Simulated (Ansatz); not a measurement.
# SiSe (P-6m2) in Ansatz: a series of runs

Aim: see how the results for SiSe move with the level of theory and the settings. Levels: r2SCAN, r2SCAN+D3(BJ), r2SCAN+D3(BJ)-ATM. Tasks: relaxation of cell and atoms.

Everything below comes from runs of Ansatz 0.2.0. Logs are shortened: lines on timing, memory, paths and dates and some standing lists are left out, and cuts for length are marked.

### Step 1. The crystal as given

Symmetry: P-6m2, No. 187, hexagonal system. The conventional cell has a = 3.595 Å, b = 3.595 Å, c = 3.599 Å, α = 90.00°, β = 90.00°, γ = 120.00°. Si (site symmetry -6m2) has 6 Se at 2.75 Å as nearest neighbours. Se (site symmetry -6m2) has 6 Si at 2.75 Å as nearest neighbours.

The cell was built by a generator and needn't be a form met in nature.

### Step 2. Relaxation of cell and atoms, r2SCAN

The input, input.yaml:

```yaml
crystal:
  lattice:
    - [3.5952, 0.0, 0.0]
    - [-1.7976, 3.11353, 0.0]
    - [0.0, 0.0, 3.59873]
  atoms:
    - { symbol: Si, position: [0.66667, 0.33333, 0.5] }
    - { symbol: Se, position: [0.0, 0.0, 0.0] }
hamiltonian:
  xc: r2scan
  pseudopotentials: { kind: paw }
kpoints:
  mp_grid: { grid: [9, 9, 7] }
scf:
  occupations: { method: fermi_dirac, width: 0.05 }
output:
  forces: true
  stress: true
  eigenvalues: true
relax:
  f_tol: 0.01
  max_steps: 40
  cell: { stress_tol: 0.05 }
```

Potentials or basis: Ansatz PAW.

Command:

```bash
$ ansatz run input.yaml --threads 2 --pin off --max-ram 5632MiB --backend cpu --events-out ev --progress --plain --runs-dir out
```

Standard output:

```text
Warning: the atoms were moved onto the symmetric positions of the space group found under crystal.symmetry.tolerance 1.0e-5 (fractional; no operation is sought that the atoms, as they stand in a round, miss by more than twice it, and no atom is moved by as much as it), and the run uses the moved positions. Before a round's move an operation carried an atom to 1.80e-5 Å from where it should land, the largest such distance. Atom 0 (counting from 0) moved farthest, by 2.08e-5 Å; the longest move in fractions of the cell, of whichever atom, is 0.47 of the tolerance, in 1 round. To run the atoms as typed, lower crystal.symmetry.tolerance until the operations that they miss are no longer found, or set crystal.symmetry.detect: false (a key that needs symmetry detection or time reversal refuses this as the deck is read). The positions used, in the order of the run's atom list: position: [0.6666666666666667, 0.3333333333333333, 0.5]; position: [5.5510939473021013e-17, -1.8503646491007004e-17, 0.0]; The lattice was moved too: crystal.lattice keeps the space group found at crystal.symmetry.tolerance 1.0e-5 only nearly: the operation that it misses by the most changes a squared length by the fraction 2.52e-6. The run uses the lattice that is a stretch of the typed one, with no rotation, onto the one that keeps every operation to a double's rounding (on a very oblique basis the stretch itself rounds by more); the deck's lattice vector that moved farthest moved by 2.62e-6 Å. To run the lattice as typed, set crystal.symmetry.tolerance under 2.52e-6, the least fraction by which an operation that the lattice misses changes a squared length (the same key also sets how far an atom may lie from its image, so lowering it can lose operations that the atoms keep only within it), or set crystal.symmetry.detect: false, as for the atoms. crystal.lattice made exact, in Å and degrees: [[3.5951973836309277, 0.0, 0.0], [-1.7975986918154638, 3.1135322658437317, 0.0], [0.0, 0.0, 3.59873]]. Pasted over the deck's crystal.lattice, beside positions in fractional coordinates, it runs the same cell (given as lengths and angles, that cell in the form's own orientation, a rigid turn of the misfit's size from the one run here, for which a checkpoint.post_process_only pass over this run's state can be refused: where this run relaxes nothing, give such a pass this deck's own crystal.lattice, as typed; behind a relaxation, as crystal.lattice, the state's own cell, identity.cell in its checkpoint.json), and a matrix so pasted ends this notice, except on a very skew basis of the lattice, where the rounding of the pasted numbers themselves can read as a misfit: the cell is then moved again, and that move is told again. The lattice as run is in this notice's lattice.as_run_ang field (Run.prep()["deck_notices"] in Python, the deck_notice line of an events file, deck_notices of ansatz run --dry-run=json, or deck_notices in record.json in the deck's checkpoint.write directory).
Warning: RAYON_NUM_THREADS=2 ignored (pool sized by the plan → 2); use --threads N
Engine: ansatz 0.2.0, x86_64-unknown-linux-gnu
Pseudopotentials: kind: paw
Pseudopotential: Si, paw, valence charge 4, recommended cutoff 500 eV (meta_gga), Si.paw.azcp
Pseudopotential: Se, paw, valence charge 16, recommended cutoff 500 eV (meta_gga), Se.paw.azcp
Functional definition: r2SCAN
  parameter k0 = 0.174
  parameter k1 = 0.065
  parameter a1 = 4.9479
  exchange = r2scan_x(k0 = k0, k1 = k1, a1 = a1)
  correlation = r2scan_c
Crystal: 2 atoms, lattice volume = 40.283 Å³
Basis set: ecut = 500 eV, 1057 PW (Γ), exchange–correlation on 108×108×108 points (64 copies of the dense FFT grid, shifted against one another)
Bands: 14, of which v1, the nominal top of the filled ones, is band 10 counted from 1 (9 counted from 0)
Symmetry: 12 space group operations
Space group: P-6m2 (ITA 187), of the structure as read, at distance tolerance 3.4e-5 Å
k-points: 48 of 567 (time reversal used)
Non-local potential: Si, projectors of the file, l = 0: 2, l = 1: 2, l = 2: 2
Non-local potential: Se, projectors of the file, l = 0: 2, l = 1: 2, l = 2: 3, l = 3: 1
PAW form: soft (Blöchl's): semilocal exchange-correlation on the pseudo side does not see the compensation charge
PAW frozen core: Si, regenerated for the run's functional (the file was generated under x = pbe(κ = 0.804, μ = 0.2195149727645171), c = pbe(β = 0.06672455060314922))
PAW frozen core: Se, regenerated for the run's functional (the file was generated under x = pbe(κ = 0.804, μ = 0.2195149727645171), c = pbe(β = 0.06672455060314922))
PAW one-centre angular grid: Si, 302 points (default); XC on 160 Gauss nodes
PAW one-centre angular grid: Se, 590 points (default); XC on 160 Gauss nodes
Initial density: superposition of atomic densities (neutral atoms: chi_scale 0, normalization atom), corrected by the library's trained network
Initial wavefunctions: pseudopotential atomic-orbital guess
Functional: x = r2scan, c = r2scan; τ floored in thin density (d = 2e-4 eV/Å³)
SCF iter   1: F=—  HF=-6116.451121 eV  |F-HF|=—  |Δ(HF+E_count)|=         —  Δρ=6.20e-3  dr2=2.77e-2  dr2_τ=2.29e-3  ethr=1.77e-3  ⟨swp⟩=5.6  Hψ=3869  notcnv=0
preconditioner: auto → none  [insulator: Δε(μ)=0.132 eV  Ē_g=10.775 eV  σ=0.050 eV  W_gap=0.56  n_scr=8 (ndim 8)  ℏωp=18.5 eV  f_vac=0.000  D(μ)=0.60/eV (n_scr^D=0)  ε∞_Penn≈3.9]
SCF iter   2: F=—  HF=-6116.468616 eV  |F-HF|=—  |Δ(HF+E_count)|=   1.75e-2  Δρ=3.01e-3  dr2=3.71e-3  dr2_τ=3.98e-4  ethr=1.38e-4  ⟨swp⟩=2.3  Hψ=1502  notcnv=0
SCF iter   3: F=—  HF=-6116.468248 eV  |F-HF|=—  |Δ(HF+E_count)|=   3.68e-4  Δρ=1.47e-3  dr2=5.06e-4  dr2_τ=7.57e-6  ethr=1.86e-5  ⟨swp⟩=2.8  Hψ=1273  notcnv=0
SCF iter   4: F=—  HF=-6116.468643 eV  |F-HF|=—  |Δ(HF+E_count)|=   3.96e-4  Δρ=2.01e-4  dr2=1.36e-5  dr2_τ=1.15e-6  ethr=2.53e-6  ⟨swp⟩=2.0  Hψ=896  notcnv=0
SCF iter   5: F=—  HF=-6116.468646 eV  |F-HF|=—  |Δ(HF+E_count)|=   3.01e-6  Δρ=5.66e-5  dr2=1.50e-6  dr2_τ=3.59e-8  ethr=6.82e-8  ⟨swp⟩=2.4  Hψ=846  notcnv=0
SCF iter   6: F=-6116.468646 eV  HF=-6116.468646 eV  |F-HF|=4.55e-11  |Δ(HF+E_count)|=   1.23e-7  Δρ=8.28e-6  dr2=2.70e-8  dr2_τ=6.01e-10  ethr=5.00e-10  ⟨swp⟩=3.1  Hψ=2675  notcnv=0
SCF 1 converged in 6 iterations: F = -6116.468646 eV  dr2 = 2.70e-8
relax step   1: F+E_penalty+E_count = -6116.46864648 eV  Δ(F+E_penalty+E_count) = +0.000e0 eV  max|allowed force component| = 3.238e-17 eV/Å  Δτ_max = 0.0000 Å  P = +0.205 GPa  Ω = 40.283 Å³  (6 SCF iters, dr2 threshold 1.00e-7 eV, accepted)
Crystal: 2 atoms, lattice volume = 40.395 Å³
Initial density: handed on by an earlier stage of this run
Initial wavefunctions: those handed on with the density
iter 1 solved again at ethr=4.12e-7 eV; its pass at ethr=3.10e-3 eV (dr2=8.25e-5 eV) is discarded
SCF iter   1: F=—  HF=-6116.468555 eV  |F-HF|=—  |Δ(HF+E_count)|=         —  Δρ=3.49e-4  dr2=9.14e-5  dr2_τ=2.24e-5  ethr=4.12e-7  ⟨swp⟩=2.0  Hψ=4530  notcnv=0
preconditioner: auto → none  [insulator: Δε(μ)=0.139 eV  Ē_g=10.687 eV  σ=0.050 eV  W_gap=0.58  n_scr=8 (ndim 8)  ℏωp=18.5 eV  f_vac=0.000  D(μ)=0.63/eV (n_scr^D=0)  ε∞_Penn≈4.0]
SCF iter   2: F=—  HF=-6116.468636 eV  |F-HF|=—  |Δ(HF+E_count)|=   8.12e-5  Δρ=1.64e-4  dr2=1.49e-5  dr2_τ=1.13e-6  ethr=4.12e-7  ⟨swp⟩=2.0  Hψ=912  notcnv=0
SCF iter   3: F=—  HF=-6116.468633 eV  |F-HF|=—  |Δ(HF+E_count)|=   2.90e-6  Δρ=7.25e-5  dr2=1.68e-6  dr2_τ=2.74e-8  ethr=7.43e-8  ⟨swp⟩=2.6  Hψ=1027  notcnv=0
SCF iter   4: F=-6116.468634 eV  HF=-6116.468634 eV  |F-HF|=2.15e-8  |Δ(HF+E_count)|=   8.29e-7  Δρ=1.34e-5  dr2=4.79e-8  dr2_τ=1.28e-9  ethr=1.00e-9  ⟨swp⟩=3.1  Hψ=2453  notcnv=0
SCF 2 converged in 4 iterations: F = -6116.468634 eV  dr2 = 4.79e-8
relax step   2: F+E_penalty+E_count = -6116.46863407 eV  Δ(F+E_penalty+E_count) = +1.241e-5 eV  max|allowed force component| = 1.850e-17 eV/Å  Δτ_max = 0.0000 Å  P = -0.099 GPa  Ω = 40.395 Å³  energy of the carried Pulay correction = -7.336e-6 eV  (4 SCF iters, dr2 threshold 2.00e-7 eV, rejected (line search))
Crystal: 2 atoms, lattice volume = 40.365 Å³
iter 1 solved again at ethr=7.54e-8 eV; its pass at ethr=3.10e-3 eV (dr2=1.51e-5 eV) is discarded
SCF iter   1: F=—  HF=-6116.468803 eV  |F-HF|=—  |Δ(HF+E_count)|=         —  Δρ=1.49e-4  dr2=1.67e-5  dr2_τ=5.32e-6  ethr=7.54e-8  ⟨swp⟩=2.0  Hψ=4454  notcnv=0
preconditioner: auto → none  [insulator: Δε(μ)=0.153 eV  Ē_g=10.695 eV  σ=0.050 eV  W_gap=0.64  n_scr=8 (ndim 8)  ℏωp=18.5 eV  f_vac=0.000  D(μ)=0.67/eV (n_scr^D=0)  ε∞_Penn≈4.0]
SCF iter   2: F=—  HF=-6116.468820 eV  |F-HF|=—  |Δ(HF+E_count)|=   1.62e-5  Δρ=6.83e-5  dr2=2.50e-6  dr2_τ=2.00e-7  ethr=7.54e-8  ⟨swp⟩=2.0  Hψ=912  notcnv=0
SCF iter   3: F=—  HF=-6116.468817 eV  |F-HF|=—  |Δ(HF+E_count)|=   2.20e-6  Δρ=2.93e-5  dr2=2.65e-7  dr2_τ=4.98e-9  ethr=1.25e-8  ⟨swp⟩=2.6  Hψ=1032  notcnv=0
SCF iter   4: F=—  HF=-6116.468819 eV  |F-HF|=—  |Δ(HF+E_count)|=   1.75e-6  Δρ=6.09e-6  dr2=1.01e-8  dr2_τ=2.82e-10  ethr=1.33e-9  ⟨swp⟩=2.4  Hψ=883  notcnv=0
SCF iter   5: F=—  HF=-6116.468819 eV  |F-HF|=—  |Δ(HF+E_count)|=   5.64e-9  Δρ=1.03e-6  dr2=2.33e-10  dr2_τ=5.37e-12  ethr=5.06e-11  ⟨swp⟩=2.1  Hψ=1151  notcnv=0
SCF iter   6: F=-6116.468819 eV  HF=-6116.468819 eV  |F-HF|=9.09e-12  |Δ(HF+E_count)|=  2.33e-10  Δρ=1.80e-7  dr2=6.69e-12  dr2_τ=1.22e-13  ethr=1.00e-12  ⟨swp⟩=5.9  Hψ=2678  notcnv=0
SCF 3 converged in 6 iterations: F = -6116.468819 eV  dr2 = 6.69e-12
relax step   3: F+E_penalty+E_count = -6116.46881922 eV  Δ(F+E_penalty+E_count) = -1.727e-4 eV  max|allowed force component| = 7.864e-17 eV/Å  Δτ_max = 0.0000 Å  P = +0.024 GPa  Ω = 40.365 Å³  energy of the carried Pulay correction = -5.056e-6 eV  (6 SCF iters, accepted)
Initial wavefunctions: pseudopotential atomic-orbital guess (no wavefunctions were taken with the density)
iter 1 solved again at ethr=9.63e-8 eV; its pass at ethr=3.10e-3 eV (dr2=1.93e-5 eV) is discarded
SCF iter   1: F=—  HF=-6116.468825 eV  |F-HF|=—  |Δ(HF+E_count)|=         —  Δρ=2.14e-5  dr2=3.36e-9  dr2_τ=2.23e-10  ethr=9.63e-8  ⟨swp⟩=3.0  Hψ=5659  notcnv=0
eigensolver tolerance schedule: the retry pair's looser diagonalisation over-reported the residual by 5731.81 of it (diagonalisation noise at 0.22 of the residual, at the tolerance the schedule requests for it); recorded, not acted on — ethr = c·dr2/N_el stays at c = 1.0e-1
preconditioner: auto → none  [insulator: Δε(μ)=0.153 eV  Ē_g=10.696 eV  σ=0.050 eV  W_gap=0.64  n_scr=8 (ndim 8)  ℏωp=18.5 eV  f_vac=0.000  D(μ)=0.67/eV (n_scr^D=0)  ε∞_Penn≈4.0]
SCF iter   2: F=—  HF=-6116.468825 eV  |F-HF|=—  |Δ(HF+E_count)|=   1.37e-7  Δρ=1.07e-5  dr2=8.22e-10  dr2_τ=7.83e-9  ethr=1.68e-11  ⟨swp⟩=2.2  Hψ=1173  notcnv=0
SCF iter   3: F=—  HF=-6116.468825 eV  |F-HF|=—  |Δ(HF+E_count)|=   3.34e-7  Δρ=5.49e-7  dr2=6.91e-11  dr2_τ=1.49e-11  ethr=4.11e-12  ⟨swp⟩=2.0  Hψ=917  notcnv=0
SCF iter   4: F=-6116.468825 eV  HF=-6116.468825 eV  |F-HF|=6.18e-11  |Δ(HF+E_count)|=  5.56e-10  Δρ=2.05e-7  dr2=1.00e-11  dr2_τ=1.58e-12  ethr=1.00e-12  ⟨swp⟩=6.0  Hψ=2853  notcnv=0
SCF 4 converged in 4 iterations: F = -6116.468825 eV  dr2 = 1.00e-11
relax step   4: F+E_penalty+E_count = -6116.46882536 eV  Δ(F+E_penalty+E_count) = -6.141e-6 eV  max|allowed force component| = 6.014e-17 eV/Å  Δτ_max = 0.0000 Å  P = +0.024 GPa  Ω = 40.365 Å³  stress off target by 2.41e-2 GPa  SCF on the basis re-selected at this cell (its energy is not comparable with the rows above)  (4 SCF iters)
basis re-selected at this cell: Δ(F+E_penalty+E_count) = -6.141e-6 eV, ΔP = -0.000 GPa vs the last step (what re-selecting the basis moved, of the pressure what is left beyond the Pulay correction that the steps carried, after the strain that the cell walked since its last selection, with what the two solves' SCF thresholds leave and, on support functions, any second-order correction that the steps lacked; it is no measure of the basis error at this ecutwfc). This SCF's stress stands 2.41e-2 GPa from its target on what of the cell is left free (relax.cell.stress_tol is 5.00e-2 GPa) and its largest allowed force component is 6.01e-17 eV/Å (relax.f_tol is 1.00e-2 eV/Å): within both
SCF converged after 4 iterations
Free energy (F): -6116.468825 eV
Harris-Foulkes:  -6116.468825 eV  (|F-HF|=6.18e-11)
Internal energy: -6116.462950 eV  (E = F + TS)
E sigma→0 (E₀):  -6116.465888 eV
Entropy (-TS):   -0.005875 eV (-2.938 meV/atom)
Fermi energy:    9.237686 eV
--- Per-component energies (eV) ---
  E_band       = -372.899460
  E_kinetic    = 155.824751
  E_local      = -2553.833048  (includes V_loc(G=0)·N_el)
  E_nonlocal   = -569.186492
  E_hartree    = 1268.645449
  E_xc         = -148.920382
  E_vxc        = -154.689714  (∫ρ·V_xc dr)
  E_paw        = -2443.982796  (= ΣΔE_a)
  E_vpaw       = 204.361857  (= ΣTr[D̂ρ^β])
  E_aug_tail   = -0.000203  (compensation charges beyond the density's cutoff)
  E_vtau       = 7.332594  (kinetic-family band-sum trace: ∫τ·v_τ [+ j·A + Jᵃ·Aᵃ] dr)
  E_ewald      = -1823.169025
  E_core_change = -1.841203  (= ΣΔE_core)
  E_smearing   = -0.005875  (= −TS)
  E_closure    = 0.000000  (closes the sum)
  Σ components = -6116.468825   (vs F -6116.468825, Δ=0.00e0)
--- Forces (eV/Å), atoms counted from 1 ---
  atom   1  Si     0.00000000     0.00000000    -0.00000000
  atom   2  Se    -0.00000000     0.00000000    -0.00000000
  max |Σ_I F_I| component: 4.16e-16 eV/Å
--- Stress (GPa, compression-positive) ---
        0.023406       0.000000       0.000000
        0.000000       0.023406       0.000000
        0.000000       0.000000       0.024093
  P = ⅓ Tr σ = 0.0236 GPa (0.236 kbar)
--- Band table (eV; the first three rows and the last of 48) ---
  k-point 0: bands = ["-40.0174", "-40.0074", "-40.0074", "-39.9768", "-39.9768", "-6.8370", "4.3475", "5.1253", "7.1584", "7.1584", "12.1722", "12.1722", "13.1362", "16.2828"]
  k-point 1: bands = ["-40.0172", "-40.0075", "-40.0075", "-39.9768", "-39.9768", "-6.6615", "2.3452", "7.0187", "7.3178", "7.3178", "12.2360", "12.2360", "13.8087", "15.7092"]
  k-point 2: bands = ["-40.0165", "-40.0076", "-40.0076", "-39.9768", "-39.9768", "-6.1889", "0.2957", "7.7385", "7.7385", "8.8474", "12.2600", "12.2600", "13.7097", "16.5317"]
  k-point 47: bands = ["-40.0152", "-40.0082", "-40.0081", "-39.9759", "-39.9758", "-4.2049", "2.1860", "3.0362", "3.8394", "4.7273", "7.4463", "15.2282", "15.7977", "19.1502"]
--- Relaxed structure (3 steps of the walk, 2 accepted, 1 SCFs on fresh bases) ---
  F+E_penalty+E_count = -6116.46882536 eV   max|allowed force component| = 6.014e-17 eV/Å   (the final SCF, on the basis selected at the relaxed cell)
  cell:  # Å, volume = 40.3651 Å³
    - [3.594005507501893, -1.3232483209554205e-19, -1.346573843460637e-34]
    - [-1.7970027537509465, 3.1125000708378234, -4.928802347782432e-35]
    - [-1.3478969777128013e-34, -1.3478969777128013e-34, 3.6084255793705537]
  atoms:
    - { symbol: Si, position: [0.6666666666666667, 0.33333333333333326, 0.5] }
    - { symbol: Se, position: [5.5510939473021e-17, -1.8503646491007e-17, -2.967364920549937e-67] }
```

Run time: 4.6 s. Hardware: 2 threads of AMD EPYC 9R45 (Zen 5), shared host; peak memory 0.51 GiB.

What came out:

```
Free energy                            : -6116.4688 eV
Relaxed volume                         : 20.18 Å³/atom
Relaxed cell                           : a = 3.594 Å, b = 3.594 Å, c = 3.608 Å, α = 90.00°, β = 90.00°, γ = 120.00°
Space group after relaxing (to 0.05 Å) : P-6m2 (No. 187)
Energy gained by relaxing              : 0.1 meV/atom
Ionic steps                            : 3
Pressure after relaxing                : 0.0 GPa
Band gap on the k mesh                 : none (metal or under the smearing width)
```

The path:
```csv
step,energy change (eV),largest force (eV/Å),volume (Å³)
1,0.0000,0.0000,40.28
2,-0.0002,0.0000,40.37
3,-0.0002,0.0000,40.37
```

Final structure:
```
Si Se
1.0
     3.59401    0.00000    0.00000
    -1.79700    3.11250    0.00000
     0.00000    0.00000    3.60843
Si Se
1 1
Cartesian
  1.7970 1.0375 1.8042
  0.0000 0.0000 0.0000
```

Levels at points of the mesh, in eV from the Fermi level:
```tsv
k point	band 6	band 7	band 8	band 9	band 10	band 11	band 12	band 13	band 14
(0.00, 0.00, 0.00)	-16.07	-4.89	-4.11	-2.08	-2.08	2.93	2.93	3.90	7.05
```

Caveat: the plane-wave basis is chosen anew once the cell has moved, so the energies of steps on either side of that aren't comparable; the PAW data sets come from PBE, with cores solved anew for the run's functional, which leaves a small shift of forces and pressure.

(Part 1 of 2 ends here.)
